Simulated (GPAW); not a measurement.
Crystal: Zr3S2.

```
Zr S
1.0
     2.90254    1.67578    3.48777
    -2.90254    1.67578    3.48777
     0.00000   -3.35156    3.48777
Zr S
3 2
Direct
  0.83873 0.50000 0.16127
  0.50000 0.16127 0.83873
  0.16127 0.83873 0.50000
  0.66502 0.66502 0.66502
  0.33498 0.33498 0.33498
```

The cell comes from a database or a generator and needn't be the stable form of this composition.

| Quantity | Value |
| --- | --- |
| Program | GPAW 26.7.0 |
| Task | relaxation of cell and atoms |
| Functional | PBEsol |
| Dispersion | D3(BJ)+ATM |
| Potentials or basis | PAW data sets generated in the run's folder for this functional |
| Cutoff | 600 eV |
| Basis | pw |
| k mesh | 4 × 4 × 4 |
| Occupations | fermi-dirac, width 0.05 eV |
| Spin | no spin polarisation |

At the start: pressure -8.8 GPa; volume 20.36 Å³/atom.

**Question.** Where does the relaxation end?

**Answer.** Over 12 steps the energy falls by 41.4 meV/atom and the volume is 18.89 Å³/atom (-7.2 %); space group R32 (No. 155, to 0.05 Å).

The path:
| step | energy change (eV) | largest force (eV/Å) | pressure (GPa) | volume (Å³) |
| --- | --- | --- | --- | --- |
| 1 | 0.0000 | 0.1227 | -8.82 | 101.79 |
| 2 | -0.0502 | 0.0782 | -7.80 | 100.81 |
| 3 | -0.1979 | 0.2417 | 0.61 | 94.35 |
| 4 | -0.2012 | 0.1657 | -0.17 | 94.82 |
| 5 | -0.2031 | 0.0944 | -0.34 | 94.88 |
| 6 | -0.2047 | 0.0949 | -0.22 | 94.72 |
| 7 | -0.2052 | 0.0989 | -0.06 | 94.58 |
| 8 | -0.2059 | 0.0745 | 0.15 | 94.39 |
| 9 | -0.2064 | 0.0296 | 0.20 | 94.33 |
| 10 | -0.2067 | 0.0102 | 0.10 | 94.38 |
| 11 | -0.2068 | 0.0152 | 0.01 | 94.44 |
| 12 | -0.2068 | 0.0163 | -0.03 | 94.47 |

Final structure:
```cif
data_structure
_symmetry_space_group_name_H-M 'P 1'
_symmetry_Int_Tables_number 1
_cell_length_a 4.7232
_cell_length_b 4.7232
_cell_length_c 4.7232
_cell_angle_alpha 73.503
_cell_angle_beta 73.503
_cell_angle_gamma 73.503
_cell_volume 94.47
loop_
_atom_site_label
_atom_site_type_symbol
_atom_site_fract_x
_atom_site_fract_y
_atom_site_fract_z
_atom_site_occupancy
Zr1 Zr 0.84074 0.50000 0.15926 1
Zr2 Zr 0.50000 0.15926 0.84074 1
Zr3 Zr 0.15926 0.84074 0.50000 1
S1 S 0.66384 0.66384 0.66384 1
S2 S 0.33616 0.33616 0.33616 1
```

Caveat: later steps reuse the first step's grids; pairwise dispersion overbinds metals, which lowers pressure and volume.
